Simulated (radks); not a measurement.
**The Coulomb parameter U of the 5d shell of Hg²⁺**

An exercise on one series of results from a longer session: the logs are not shown, and one member is left open.

Program: radks (a radial shooting solver on a logarithmic mesh, Libxc functionals) version 1. Level of theory: scalar-relativistic Kohn-Sham, r2SCAN, spin-unpolarised, spherical densities, finite nucleus. These are calculated values, not measurements, unless marked.

## The atom as given

* element: mercury (Z = 80)
* charge: +2
* electrons: 78
* configuration: [Xe] 4f14 5d9 6p1
* nuclear rms radius: 5.4648 fm

Outer shells as boxes (Hund's rule):

Hg²⁺
```
[Xe] core
4f [↑↓][↑↓][↑↓][↑↓][↑↓][↑↓][↑↓]
5d [↑↓][↑↓][↑↓][↑↓][↑ ]
6p [↑ ][  ][  ]
```

Set-up of the first run:

The run's settings:

```text
Z 80
configuration [Xe] 4f14 5d9 6p1
relativity scalar-relativistic
functional r2scan,r2scan
spin unpolarised
nucleus finite rms 5.4648 fm
c 137.035999084
```

Steps of the session up to this table: Start: [Xe] 4f14 5d9 6p1.

One table of the session follows, with a row left open; its other results are not shown here.

It belongs to the step «Start: [Xe] 4f14 5d9 6p1». Radial moments (bohr):

| level | <r> | outermost maximum (interpolated) | 90 % within | nodes |
| --- | --- | --- | --- | --- |
| 4s | 0.3992 | 0.376 | 0.572 | 3 |
| 4p | 0.4251 | 0.396 | 0.616 | 2 |
| 4d | ? | ? | ? | ? |
| 5s | 0.9034 | 0.828 | 1.29 | 4 |
| 4f | 0.4824 | 0.368 | 0.771 | 0 |
| 5p | 1.035 | 0.927 | 1.50 | 3 |
| 5d | 1.394 | 1.15 | 2.12 | 2 |
| 6p | 2.955 | 2.59 | 4.30 | 4 |

Estimate the missing values for 4d.

**Answer.** <r>: 0.4487; outermost maximum (interpolated): 0.403; 90 % within: 0.668; nodes: 1. In the column «<r>» it lies between 4p (0.4251) and 4f (0.4824).
